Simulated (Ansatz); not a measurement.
# Ru: stress in a strained cell

Ru is deformed so: equal xx and yy strain of -3 %. What stress and forces result, by LAPW, PAW and all-electron datasets made for the crystal?

Method: DFT PBEsol, scalar-relativistic, in Ansatz 0.2.0.

## Step 1: The starting structure

The structure is hexagonal, space group P6_3/mmc (No. 194). Conventional cell: a = 2.706 Å, b = 2.706 Å, c = 4.282 Å, α = 90.00°, β = 90.00°, γ = 120.00°. Ru (site symmetry -6m2) is surrounded by 12 Ru at 2.65 to 2.71 Å.

As a file:

```cif
data_structure
_symmetry_space_group_name_H-M 'P 1'
_symmetry_Int_Tables_number 1
_cell_length_a 2.7058
_cell_length_b 2.7058
_cell_length_c 4.2819
_cell_angle_alpha 90.000
_cell_angle_beta 90.000
_cell_angle_gamma 120.000
_cell_volume 27.15
loop_
_atom_site_label
_atom_site_type_symbol
_atom_site_fract_x
_atom_site_fract_y
_atom_site_fract_z
_atom_site_occupancy
Ru1 Ru 0.33333 0.66667 0.25000 1
Ru2 Ru 0.66667 0.33333 0.75000 1
```

Atoms are numbered in the order of the input: Ru1, Ru2.

## Step 2: After the deformation

Space group P6_3/mmc before, P6_3/mmc after.

## Step 3: LAPW, all electrons

input.yaml

```yaml
crystal:
  lattice:
    - [2.6246253542, 0.0, 0.0]
    - [-1.3123126771, 2.2729922322, 0.0]
    - [0.0, 0.0, 4.2819]
  atoms:
    - { symbol: Ru, position: [0.3333333333, 0.6666666667, 0.25] }
    - { symbol: Ru, position: [0.6666666667, 0.3333333333, 0.75] }
kpoints:
  mp_grid: { grid: [14, 14, 8] }
  band_path:
    path:
      - [0.0, 0.0, 0.0]
      - [0.5, 0.0, 0.0]
      - [0.3333333333, 0.3333333333, 0.0]
      - [0.0, 0.0, 0.0]
      - [0.0, 0.0, 0.5]
      - [0.5, 0.0, 0.5]
      - [0.3333333333, 0.3333333333, 0.5]
      - [0.0, 0.0, 0.5]
      - [0.5, 0.0, 0.5]
    npoints: 5
scf:
  occupations: { method: fermi_dirac, width: 0.03 }
hamiltonian:
  xc: pbesol
  pseudopotentials: { kind: all_electron, lapw: { basis_error: 0.0005 } }
output:
  forces: true
  stress: true
  eigenvalues: true
```

The run is started by

```sh
$ ansatz run input.yaml --threads 1 --pin off --max-ram 3072MiB --backend cpu --events-out ev --progress --plain --runs-dir out
```

## Step 4: PAW on the default files

input.yaml

```yaml
crystal:
  lattice:
    - [2.6246253542, 0.0, 0.0]
    - [-1.3123126771, 2.2729922322, 0.0]
    - [0.0, 0.0, 4.2819]
  atoms:
    - { symbol: Ru, position: [0.3333333333, 0.6666666667, 0.25] }
    - { symbol: Ru, position: [0.6666666667, 0.3333333333, 0.75] }
kpoints:
  mp_grid: { grid: [14, 14, 8] }
scf:
  occupations: { method: fermi_dirac, width: 0.03 }
hamiltonian:
  xc: pbesol
  pseudopotentials: { kind: paw }
output:
  forces: true
  stress: true
  eigenvalues: true
  efg: { contact_densities: true }
```

## Step 5: Datasets made for this crystal

Changes to input.yaml since step 4:

```diff
@@ -14,3 +14,3 @@
   xc: pbesol
-  pseudopotentials: { kind: paw }
+  pseudopotentials: { kind: all_electron, datasets: crystal }
 output:
```

(Steps that only read results are left out.)

Before running it: what results should come out? Wanted: pressure; largest shear or deviatoric stress.

**Answer**, as computed:

| quantity | value |
| --- | --- |
| pressure | LAPW 16.16, PAW 16.17, crystal datasets 16.16 GPa |
| largest shear or deviatoric stress (LAPW) | 12.56 GPa |

In words: The largest part of the stress beyond the pressure is 12.56 GPa in size, in the zz component; the atoms are carried along and not relaxed. No run of the undeformed cell stands beside it, so the pressure holds what the given cell had before the change. PAW: stress within 0.03 GPa of LAPW. Crystal datasets: stress within 0.01 GPa of LAPW.
